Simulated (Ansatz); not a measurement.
This script drives the Python package of Ansatz (0.2.0).

Script `run_bend.py`:
```python
import ansatz as az
from ase import Atoms

config = {
    "basis": "def2-SVP",
    "xc": "PBE",
    "vdw": "d3bj",
    "force_tol": 0.02,
}

atoms = Atoms(["C", "C", "O", "Si", "H", "H", "H", "H"], positions=[
    (0.1027, 0.5689, -2.1643),
    (0.1842, 0.7265, -0.989),
    (0.3144, 0.8899, 0.308),
    (0.0185, -0.3936, 1.281),
    (-0.0603, 0.5099, -3.2479),
    (0.1813, -0.0421, 2.7076),
    (0.8037, -1.5838, 0.9427),
    (-1.4523, -0.7328, 1.1062),
])

first = (
    az.Crystal.molecule_from_ase(atoms).calculation()
    .basis(gaussian=config["basis"])
    .functional(config["xc"], dispersion=config["vdw"])
    .relax(force_tolerance=config["force_tol"], max_steps=80)
)
atoms.positions = first.run(threads=1, backend="cpu").report["positions_ang"]

rows = []
for angle in [85, 95, 105, 115, 125, 140, 160]:
    bent = atoms.copy()
    bent.set_angle(3, 2, 1, angle, indices=[0, 1, 4])
    job = (
        az.Crystal.molecule_from_ase(bent).calculation()
        .basis(gaussian=config["basis"])
        .functional(config["xc"], dispersion=config["vdw"])
    )
    rows.append((angle, job.run(threads=1, backend="cpu").report["free_energy_ev"]))
floor = min(e for _, e in rows)
for angle, e in rows:
    print(f"angle Si3-O2-C1 = {angle:3d} deg   {1000 * (e - floor):9.1f} meV")
```

It is started by `python run_bend.py`. How long does it take on 1 thread of Arm Neoverse V2, with other jobs on the host, and how much memory does it need?

It took about 20 s, with a peak of 0.22 GiB, for 8 runs of the engine.

`python run_bend.py` gives:
```text
angle Si3-O2-C1 =  85 deg       692.7 meV
angle Si3-O2-C1 =  95 deg       291.0 meV
angle Si3-O2-C1 = 105 deg        97.7 meV
angle Si3-O2-C1 = 115 deg        13.4 meV
angle Si3-O2-C1 = 125 deg         0.0 meV
angle Si3-O2-C1 = 140 deg        67.1 meV
angle Si3-O2-C1 = 160 deg       218.0 meV
```

The scan is rigid, and the energies are electronic, in a modest basis. The zero is the lowest point of the grid, which needn't be the minimum.
